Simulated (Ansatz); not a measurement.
# TiRh: the cost of one run

Computed with Ansatz 0.2.0 (DFT LDA, scalar-relativistic, plane waves, PAW, unless a step's input says otherwise).

## 1. Starting point

The structure is tetragonal, space group P4/mmm (No. 123). Conventional cell: a = 2.988 Å, b = 2.988 Å, c = 3.350 Å, α = 90.00°, β = 90.00°, γ = 90.00°. Around Ti (site symmetry 4/mmm) lie 8 Rh at 2.70 Å and 4 Ti at 2.99 Å. Around Rh (site symmetry 4/mmm) lie 8 Ti at 2.70 Å and 4 Rh at 2.99 Å.

As a file:

```
Ti Rh
1.0
     2.98800    0.00000    0.00000
     0.00000    2.98800    0.00000
     0.00000    0.00000    3.35000
Ti Rh
1 1
Direct
  0.50000 0.50000 0.50000
  0.00000 0.00000 0.00000
```

Source of the structure: the Crystallography Open Database.

## 2. Probe: one point at the start

input.yaml

```yaml
crystal:
  lattice:
    - [2.988, 0.0, 0.0]
    - [0.0, 2.988, 0.0]
    - [0.0, 0.0, 3.35]
  atoms:
    - { symbol: Ti, position: [0.5, 0.5, 0.5] }
    - { symbol: Rh, position: [0.0, 0.0, 0.0] }
basis:
  ecutwfc: 420
kpoints:
  mp_grid: { grid: [6, 6, 6] }
hamiltonian:
  xc: lda
scf:
  occupations: { method: gaussian, width: 0.1 }
output:
  forces: true
  stress: true
  eigenvalues: true
```

Q: Estimate wall time and peak memory on 1 thread of an Arm CPU, shared host.

About 1.2 s, with a peak of 0.29 GiB.
